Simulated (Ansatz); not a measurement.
# Molecular dynamics of WC

Input file:

```yaml
crystal:
  lattice:
    - [-2.989174, -5.1774, 0.0]
    - [4.48376, -2.5887, 0.0]
    - [0.0, 0.0, 5.849333]
  atoms:
    - { symbol: W, position: [0.7522868, 0.46321481, 0.00333268] }
    - { symbol: C, position: [0.51290206, 0.69840967, 0.31146322] }
    - { symbol: W, position: [0.75178762, 0.50243041, 0.54014901] }
    - { symbol: C, position: [0.54479711, 0.65544524, 0.80549668] }
    - { symbol: W, position: [0.56151152, 0.03318021, 0.07815219] }
    - { symbol: C, position: [0.23788088, 0.20718752, 0.26252427] }
    - { symbol: W, position: [0.51523278, 0.0132804, 0.58174687] }
    - { symbol: C, position: [0.27149486, 0.20672289, 0.72938035] }
    - { symbol: W, position: [0.30197086, 0.50256348, 0.05585557] }
    - { symbol: C, position: [-0.0170479, 0.68743571, 0.27786006] }
    - { symbol: W, position: [0.3042082, 0.50195271, 0.50951001] }
    - { symbol: C, position: [-0.01072765, 0.6934094, 0.73595197] }
    - { symbol: W, position: [0.01688059, -0.00027509, 0.04076625] }
    - { symbol: C, position: [0.78707225, 0.21120458, 0.29741535] }
    - { symbol: W, position: [0.01458243, 0.01545901, 0.51972752] }
    - { symbol: C, position: [0.73924099, 0.2115057, 0.81757537] }
basis:
  ecutwfc: 420.0
kpoints:
  mp_grid: { grid: [2, 2, 2] }
hamiltonian:
  xc: lda
  pseudopotentials: { kind: paw, azcp: { folder: soft_1 } }
scf:
  occupations: { method: fermi_dirac, width: 0.36 }
  lower_state_search: "off"
md:
  timestep: 1.12
  n_steps: 220
  ensemble: npt_langevin
  temperature: 2940.0
  initial_velocities: maxwell_boltzmann
  seed: 525830
  friction: 0.01
  pressure: 5.0
  fix_cell: [angles]
```

Run as:

```bash
$ ansatz run input.yaml --threads 1 --pin off --max-ram 3072MiB --backend cpu --events-out ev --progress --plain --runs-dir out
```

It goes on from the last frame of an earlier run, with new velocities.

Output, in part (step lines):

```
md step     0: t =     0.00 fs  T =  2756.3 K  F+E_penalty+E_count = -82981.78818766 eV  E_kin = 5.700366 eV  conserved = -82971.75479458 eV  P_inst = -2.7906 GPa  V = 181.0503 Å³  selection 1  (9 SCF iters)
md step     1: t =     1.12 fs  T =  3158.5 K  F+E_penalty+E_count = -82982.32318499 eV  E_kin = 6.532303 eV  conserved = -82971.75995650 eV  P_inst = -3.9984 GPa  V = 181.0341 Å³  selection 1  (7 SCF iters)
md step     2: t =     2.24 fs  T =  3574.0 K  F+E_penalty+E_count = -82982.95321784 eV  E_kin = 7.391663 eV  conserved = -82971.76514898 eV  P_inst = -5.4730 GPa  V = 181.0285 Å³  selection 1  (7 SCF iters)
md step     3: t =     3.36 fs  T =  3800.4 K  F+E_penalty+E_count = -82983.56625380 eV  E_kin = 7.859877 eV  conserved = -82971.76898675 eV  P_inst = -7.2821 GPa  V = 181.0744 Å³  selection 1  (7 SCF iters)
md step     4: t =     4.48 fs  T =  4153.6 K  F+E_penalty+E_count = -82984.08606003 eV  E_kin = 8.590387 eV  conserved = -82971.77070840 eV  P_inst = -8.7164 GPa  V = 181.1131 Å³  selection 1  (7 SCF iters)
md step     5: t =     5.60 fs  T =  4353.5 K  F+E_penalty+E_count = -82984.48216243 eV  E_kin = 9.003755 eV  conserved = -82971.77168571 eV  P_inst = -9.9876 GPa  V = 181.1193 Å³  selection 1  (5 SCF iters)
md step     6: t =     6.72 fs  T =  4309.8 K  F+E_penalty+E_count = -82984.74406231 eV  E_kin = 8.913353 eV  conserved = -82971.77104708 eV  P_inst = -11.2163 GPa  V = 181.1238 Å³  selection 1  (5 SCF iters)
md step     7: t =     7.84 fs  T =  4327.2 K  F+E_penalty+E_count = -82984.88211789 eV  E_kin = 8.949435 eV  conserved = -82971.76945476 eV  P_inst = -11.9634 GPa  V = 181.0966 Å³  selection 1  (6 SCF iters)
[... lines left out ...]
```

The steps, from the saved trajectory:

```json
{"time (fs)": "0.0", "T (K)": "2756", "potential energy less start (eV)": "0.000", "conserved less start (meV/atom)": "0.00", "P (GPa)": "-2.8", "volume (Å³)": "181.1"}
{"time (fs)": "7.8", "T (K)": "4327", "potential energy less start (eV)": "-3.094", "conserved less start (meV/atom)": "-0.92", "P (GPa)": "-12.0", "volume (Å³)": "181.1"}
{"time (fs)": "15.7", "T (K)": "3638", "potential energy less start (eV)": "-2.662", "conserved less start (meV/atom)": "-0.41", "P (GPa)": "-10.6", "volume (Å³)": "179.8"}
{"time (fs)": "23.5", "T (K)": "4570", "potential energy less start (eV)": "-3.062", "conserved less start (meV/atom)": "-0.51", "P (GPa)": "-3.4", "volume (Å³)": "176.6"}
{"time (fs)": "31.4", "T (K)": "5306", "potential energy less start (eV)": "-4.825", "conserved less start (meV/atom)": "-0.67", "P (GPa)": "4.2", "volume (Å³)": "171.9"}
{"time (fs)": "39.2", "T (K)": "5791", "potential energy less start (eV)": "-6.592", "conserved less start (meV/atom)": "-1.18", "P (GPa)": "9.2", "volume (Å³)": "167.6"}
{"time (fs)": "47.0", "T (K)": "4057", "potential energy less start (eV)": "-3.990", "conserved less start (meV/atom)": "-0.49", "P (GPa)": "19.1", "volume (Å³)": "164.4"}
{"time (fs)": "54.9", "T (K)": "3277", "potential energy less start (eV)": "-2.192", "conserved less start (meV/atom)": "-0.45", "P (GPa)": "25.8", "volume (Å³)": "163.3"}
{"time (fs)": "62.7", "T (K)": "3960", "potential energy less start (eV)": "-2.604", "conserved less start (meV/atom)": "-1.08", "P (GPa)": "24.0", "volume (Å³)": "164.0"}
{"time (fs)": "70.6", "T (K)": "3496", "potential energy less start (eV)": "-1.095", "conserved less start (meV/atom)": "-0.38", "P (GPa)": "22.7", "volume (Å³)": "165.0"}
{"time (fs)": "78.4", "T (K)": "3478", "potential energy less start (eV)": "-2.548", "conserved less start (meV/atom)": "-0.36", "P (GPa)": "13.9", "volume (Å³)": "167.0"}
{"time (fs)": "86.2", "T (K)": "5210", "potential energy less start (eV)": "-5.652", "conserved less start (meV/atom)": "-0.90", "P (GPa)": "1.8", "volume (Å³)": "169.9"}
{"time (fs)": "94.1", "T (K)": "4223", "potential energy less start (eV)": "-4.727", "conserved less start (meV/atom)": "-0.60", "P (GPa)": "-1.7", "volume (Å³)": "172.2"}
{"time (fs)": "101.9", "T (K)": "2741", "potential energy less start (eV)": "-1.706", "conserved less start (meV/atom)": "0.27", "P (GPa)": "1.3", "volume (Å³)": "173.6"}
{"time (fs)": "109.8", "T (K)": "3759", "potential energy less start (eV)": "-4.434", "conserved less start (meV/atom)": "-0.40", "P (GPa)": "-5.9", "volume (Å³)": "174.6"}
{"time (fs)": "117.6", "T (K)": "4689", "potential energy less start (eV)": "-6.262", "conserved less start (meV/atom)": "-0.77", "P (GPa)": "-9.1", "volume (Å³)": "174.7"}
{"time (fs)": "125.4", "T (K)": "3772", "potential energy less start (eV)": "-3.944", "conserved less start (meV/atom)": "-0.27", "P (GPa)": "-0.9", "volume (Å³)": "173.7"}
{"time (fs)": "133.3", "T (K)": "3852", "potential energy less start (eV)": "-2.849", "conserved less start (meV/atom)": "-0.22", "P (GPa)": "5.8", "volume (Å³)": "172.5"}
{"time (fs)": "141.1", "T (K)": "3901", "potential energy less start (eV)": "-3.270", "conserved less start (meV/atom)": "-0.49", "P (GPa)": "5.7", "volume (Å³)": "171.8"}
{"time (fs)": "149.0", "T (K)": "3801", "potential energy less start (eV)": "-3.112", "conserved less start (meV/atom)": "-0.25", "P (GPa)": "3.4", "volume (Å³)": "171.8"}
{"time (fs)": "156.8", "T (K)": "3440", "potential energy less start (eV)": "-3.227", "conserved less start (meV/atom)": "-0.32", "P (GPa)": "2.4", "volume (Å³)": "171.6"}
{"time (fs)": "164.6", "T (K)": "3685", "potential energy less start (eV)": "-2.727", "conserved less start (meV/atom)": "-0.35", "P (GPa)": "6.1", "volume (Å³)": "170.9"}
{"time (fs)": "172.5", "T (K)": "3788", "potential energy less start (eV)": "-3.561", "conserved less start (meV/atom)": "-0.72", "P (GPa)": "8.9", "volume (Å³)": "169.3"}
{"time (fs)": "180.3", "T (K)": "3053", "potential energy less start (eV)": "-2.327", "conserved less start (meV/atom)": "-0.10", "P (GPa)": "15.9", "volume (Å³)": "167.7"}
{"time (fs)": "188.2", "T (K)": "3337", "potential energy less start (eV)": "-3.210", "conserved less start (meV/atom)": "-0.17", "P (GPa)": "15.0", "volume (Å³)": "167.5"}
{"time (fs)": "196.0", "T (K)": "4141", "potential energy less start (eV)": "-4.952", "conserved less start (meV/atom)": "-0.63", "P (GPa)": "7.8", "volume (Å³)": "168.5"}
{"time (fs)": "203.8", "T (K)": "3465", "potential energy less start (eV)": "-4.360", "conserved less start (meV/atom)": "-0.50", "P (GPa)": "6.6", "volume (Å³)": "169.5"}
{"time (fs)": "211.7", "T (K)": "2921", "potential energy less start (eV)": "-4.245", "conserved less start (meV/atom)": "-0.25", "P (GPa)": "3.4", "volume (Å³)": "170.9"}
{"time (fs)": "219.5", "T (K)": "3124", "potential energy less start (eV)": "-4.777", "conserved less start (meV/atom)": "-0.71", "P (GPa)": "-3.4", "volume (Å³)": "172.1"}
{"time (fs)": "227.4", "T (K)": "1999", "potential energy less start (eV)": "-2.411", "conserved less start (meV/atom)": "0.17", "P (GPa)": "0.4", "volume (Å³)": "171.4"}
{"time (fs)": "235.2", "T (K)": "3422", "potential energy less start (eV)": "-4.093", "conserved less start (meV/atom)": "-0.45", "P (GPa)": "3.4", "volume (Å³)": "170.1"}
{"time (fs)": "243.0", "T (K)": "3909", "potential energy less start (eV)": "-5.731", "conserved less start (meV/atom)": "-0.72", "P (GPa)": "7.6", "volume (Å³)": "168.5"}
```

All steps were run. The conserved energy stayed within 1.2 meV per atom of its start (net change -0.42 meV per atom), so the integration is sound. The mean temperature of the second half is 17 % above the set value. A run of 0.25 ps of so small a system gives no equilibrium averages. Limits of this set-up: coarse k mesh, PAW files made for another functional. The cell's volume went from 181 to 168 Å³.

Mean squared displacements from the first frame to the last, about the centre of mass, the cell's change included: W 0.06 Å², C 0.10 Å².

Last frame:

```xyz
16
Lattice="-2.8881 -5.0023 0.0000 4.4166 -2.5499 0.0000 0.0000 0.0000 5.6968" Properties=species:S:1:pos:R:3
W 0.218 -5.286 0.046
C 1.959 -4.246 1.447
W 0.119 -4.858 2.974
C 1.691 -4.323 4.147
W -1.395 -2.659 0.107
C 0.164 -1.729 1.352
W -1.196 -2.495 2.889
C 0.180 -1.514 3.943
W 1.563 -2.684 -0.014
C 3.034 -1.825 1.106
W 1.611 -2.531 2.852
C 3.048 -1.525 4.034
W 0.177 -0.121 -0.044
C -1.244 -4.282 1.496
W 0.207 0.088 2.813
C -1.071 -4.148 4.234
```

Time of the run: 22 min on 1 thread of Arm Neoverse V1, with other jobs on the host, peak memory 0.56 GiB.
